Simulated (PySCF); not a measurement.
# C18H12O2S4: the cost of one run

Programs: PySCF 2.14.0, with routines of our own; each step states its level. All values are computed. Atoms count from 0.

### Step 1. The starting structure

36 atoms, charge 0, multiplicity 1; geometry from: GFN2-xTB.

### Step 2. Electronic excitations: TDA wB97X-D/6-31G* in toluene

Job settings and geometry (Å):

```
{"job": {"kind": "uv", "basis": "6-31G*", "grid": 1, "kgrid": 0, "vcut": 1.5, "nstates": 8, "ntriplets": 0, "tda": true, "delta": [], "pop": false, "xc": "wB97X-D", "solvent": "toluene", "pol": false}, "charge": 0, "multiplicity": 1}
C      6.241550     2.719428     0.075362
S      6.844351     1.010016    -0.004681
C      5.367766     0.051076     0.025587
C      5.526738    -1.339426     0.024918
C      4.436832    -2.186711     0.055369
C      3.170318    -1.628933     0.085246
C      2.999052    -0.248576     0.082761
C      4.094443     0.601448     0.051692
C      1.597767     0.197134     0.126480
O      1.234806     1.343825     0.230374
C      0.717234    -1.005530     0.082971
C     -0.642770    -1.055215     0.057135
S     -1.454820    -2.600477     0.172090
C     -3.044551    -1.850036     0.131357
C     -4.267761    -2.492002     0.219894
C     -5.416865    -1.727536     0.168696
C     -5.358685    -0.336237     0.026113
S     -6.898721     0.516641    -0.036640
C     -6.420431     2.248931    -0.291088
C     -4.128232     0.298870    -0.060196
C     -2.973594    -0.467738    -0.007279
C     -1.607863     0.070920    -0.103058
O     -1.328758     1.224571    -0.323288
S      1.639042    -2.492080     0.123230
H      5.665415     2.955018    -0.814772
H      7.131864     3.339283     0.114835
H      5.651575     2.860753     0.975840
H      6.526416    -1.745434    -0.000862
H      4.566434    -3.256715     0.056121
H      3.908694     1.662800     0.041590
H     -4.319560    -3.563508     0.325228
H     -6.384171    -2.201873     0.235685
H     -5.865384     2.613389     0.568354
H     -7.351779     2.798167    -0.389650
H     -5.840045     2.341038    -1.203914
H     -4.022659     1.366474    -0.161053
```

Method: TDA wB97X-D/6-31G*, vertical, IEF-PCM toluene (non-equilibrium linear response), core orbitals frozen in the response, virtual orbitals cut by energy.

Run with:

```bash
$ OMP_NUM_THREADS=2 python large_run.py task.json out
```

This one command runs all jobs of the session in turn.

**Question.** How long does this first job take on 2 threads of Arm Neoverse N1, shared host, and how much memory does it need?

About 65 s, with a peak of 1.4 GiB.
